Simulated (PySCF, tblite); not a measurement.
**C₂H₉OSi₄ radical: geometry, infrared bands and EPR parameters**

Aim: predict the infrared bands and EPR parameters of C₂H₉OSi₄ radical (`C=C[Si]1(O)[SiH2][SiH][SiH2]1`).

Programs: tblite 0.8.0 and PySCF 2.14.0, with density-fitted response routines of our own. Each step states its level of theory. These are calculated values for one molecule in the gas phase, unless marked as measured. Atoms are numbered from 0 throughout.

### Step 1. The starting structure

16 atoms, charge 0, multiplicity 2; geometry from: force field or distance geometry start.

Bonds of the start (Å): C0–C1 1.34, C1–Si2 1.82, Si2–O3 1.74, Si2–Si4 2.24, Si4–Si5 2.25, Si5–Si6 2.24, Si6–Si2 2.25, C0–H7 1.11, C0–H8 1.08, C1–H9 1.09, O3–H10 1.00, Si4–H11 1.44, Si4–H12 1.47, Si5–H13 1.47, Si6–H14 1.47, Si6–H15 1.46.

### Step 2. Relaxing the molecule with GFN2-xTB

The job: settings as JSON, then the geometry in Å.

```
{"job": {"kind": "relax", "xc": "GFN2-xTB", "basis": "xTB"}, "charge": 0, "multiplicity": 2}
C      1.840500    -0.716100     1.756700
C      1.403600    -1.213400     0.593200
Si     0.279100    -0.338600    -0.534200
O      0.452800    -0.769700    -2.208100
Si     0.115200     1.873500    -0.243800
Si    -2.076200     1.636500    -0.713000
Si    -1.866800    -0.419800     0.142000
H      1.526200     0.290800     2.113400
H      2.509300    -1.251200     2.420700
H      1.740100    -2.204900     0.307900
H     -0.080500    -1.595400    -2.392600
H      0.343800     2.263700     1.124000
H      0.797700     2.677700    -1.265000
H     -2.248700     1.519800    -2.170400
H     -2.037400    -0.348100     1.597100
H     -2.706500    -1.395900    -0.539500
```

Run with:

```console
$ OMP_NUM_THREADS=1 python probes_run.py task.json out
```

This one command runs all jobs of the session in turn.

**Question.** This job is followed by: GFN2-xTB harmonic vibrations, gas phase; UKS B3LYP, pcH-1 on C H O Si, non-relativistic, mean-field spin-orbit, GIAO. What will the session give for the following? strongest single infrared mode (GFN2-xTB); zero-point energy (GFN2-xTB); g(iso) (B3LYP); ⟨S²⟩; largest a(iso) (averaged by class); potential on the surface of density 0.002 e/bohr³, 1st and 99th percentile.

**Answer**, as computed:

```
                                                                  quantity                    value
                                 strongest single infrared mode (GFN2-xTB)     842 cm⁻¹, 560 km/mol
                                              zero-point energy (GFN2-xTB)            59.3 kcal/mol
                                                            g(iso) (B3LYP)                  2.00513
                                                                      ⟨S²⟩       0.753 (exact 0.75)
                                        largest a(iso) (averaged by class)  29Si on Si5, -263.7 MHz
potential on the surface of density 0.002 e/bohr³, 1st and 99th percentile       -1.18 V and 2.26 V
```

In words: The optimisation took 122 steps and gained 1.111 eV; among the close pairs (by a distance rule), Si2–Si4 changed most, from 2.237 to 2.345 Å. All 42 modes are real, so the xTB geometry is a minimum. The strongest single mode, at 842 cm⁻¹, is spread over several atoms, H11, H12, H14, H15 among them. GFN2-xTB is a fitted tight-binding method: band positions and strengths are rough. Its intensities can rank the bands wrongly. Si5 carries the largest spin population, 0.94 e. The isotropic g lies 2.8 ppt above the free-electron value. These values are for one conformer; the search (at its own cheap level) found 2 more, at 0.27, 0.33 kcal/mol, and measured spectra average over such forms.
